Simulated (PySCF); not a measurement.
O2SiH2, in a box:

```
O Si H
1.0
    13.00000    0.00000    0.00000
     0.00000   11.00000    0.00000
     0.00000    0.00000   11.00000
O Si H
2 1 2
Direct
  0.37526 0.49564 0.48722
  0.56648 0.52467 0.52215
  0.46704 0.43685 0.56734
  0.38665 0.57072 0.43611
  0.62772 0.50372 0.55293
```

The cell isn't the ideal one: atoms moved at random, drawn with an rms of 0.05 Å.

Program: PySCF 2.14.0. Alike in all runs: task atomic charges; potentials or basis def2-svp (all-electron); no spin polarisation; cell atoms moved at random, drawn with an rms of 0.05 Å; k mesh 1 × 1 × 1; smearing fixed.

Problem. Order these runs on this cell by their band gap on the k mesh, lowest first.
A. level TPSSh+D3(OP); three-body dispersion term no; exxdiv ewald; three-centre integrals read from an earlier run's file
B. level TPSS+D4; three-body dispersion term yes; three-centre integrals read from an earlier run's file
C. level PBE

Solution. C (4.10 eV), B (4.27 eV), A (5.07 eV).

Caveats: this is a molecule in a periodic box at the Γ point, so its band gap is the HOMO-LUMO gap; the basis of atomic orbitals isn't converged, which shifts pressures, moduli and gaps.

